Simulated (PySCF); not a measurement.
**Pb3: other functionals and bases at one geometry**

The task here is to estimate one member of a computed series from the others.

The runs use PySCF 2.14.0; several levels, as the steps say, no spin–orbit coupling.

3 further runs of the same task are left out: 2 for a known fault of the program, 1 that didn't finish.

**Starting geometry**

3 atoms, charge 0, spin multiplicity 1.

Bond lengths: Pb1–Pb2 2.763 Å, Pb2–Pb3 2.763 Å. Angles: Pb1–Pb2–Pb3 180.0°.

Geometry (Å):

```xyz
3

Pb    0.0000    0.0000    2.7634
Pb    0.0000    0.0000    0.0000
Pb    0.0000    0.0000   -2.7634
```

An earlier session relaxed this geometry at r2SCAN, Pb def2-SVP with ECP60 (singlet, point group D∞h).

At r2SCAN on the finer grid: E = -578.911561 Eh, HOMO -4.52 eV, LUMO -3.50 eV, Mulliken charge on Pb1 +0.11 e, largest force component 0.020 eV/Å. 

Levels to run: HF; BLYP; CAM-B3LYP; M06-L; r2SCAN, TZVP; r2SCAN, x2c-SVP. Hardware: 2 threads of Arm Neoverse V1, shared host.

The first run:

run.py (the lines that set the calculation)

```python
mol = gto.M(atom='''
Pb     0.00000     0.00000     2.76336
Pb     0.00000     0.00000     0.00000
Pb     0.00000     0.00000    -2.76336''',
    basis={'Pb': 'def2-SVP'},
    ecp={'Pb': 'def2-SVP'},
    charge=0, spin=0)
mf = scf.RHF(mol)
mf = mf.density_fit()  # fitting sets: Pb def2-universal-JKFIT
mf.conv_tol = 1e-08; mf.max_cycle = 55
mf.kernel(dm0)  # dm0: the density of the relaxed state
```

The run is started by

```
OMP_NUM_THREADS=2 python run.py
```

Steps of the session up to this table: HF; BLYP; CAM-B3LYP; M06-L; r2SCAN, TZVP; r2SCAN, x2c-SVP.

One of the session's tables, all rows but one given; the rest of the session is left out.

```
                level  HOMO (eV)  gap (eV)  charge on Pb1 (e)  largest force component (eV/Å)
r2SCAN (relaxed here)      -4.52      1.02               0.11                            0.02
                   HF      -5.62      4.65               0.21                            0.50
                 BLYP          ?         ?                  ?                               ?
            CAM-B3LYP      -5.58      3.19               0.14                            0.42
                M06-L      -4.41      0.99               0.11                            0.53
         r2SCAN, TZVP      -4.54      1.03               0.11                            0.21
      r2SCAN, x2c-SVP      -4.54      1.01               0.12                            0.33
```

**Question.** Estimate the row for BLYP.

The run gave: HOMO (eV): -4.23; gap (eV): 0.88; charge on Pb1 (e): 0.05; largest force component (eV/Å): 0.65. In the column «HOMO (eV)» it is the highest.

In one basis the HOMO–LUMO gap runs from 0.88 eV (BLYP) to 4.65 eV (HF). The largest leftover force, 0.65 eV/Å with BLYP, stands at a geometry relaxed at another level. Total energies of different levels can't be compared.
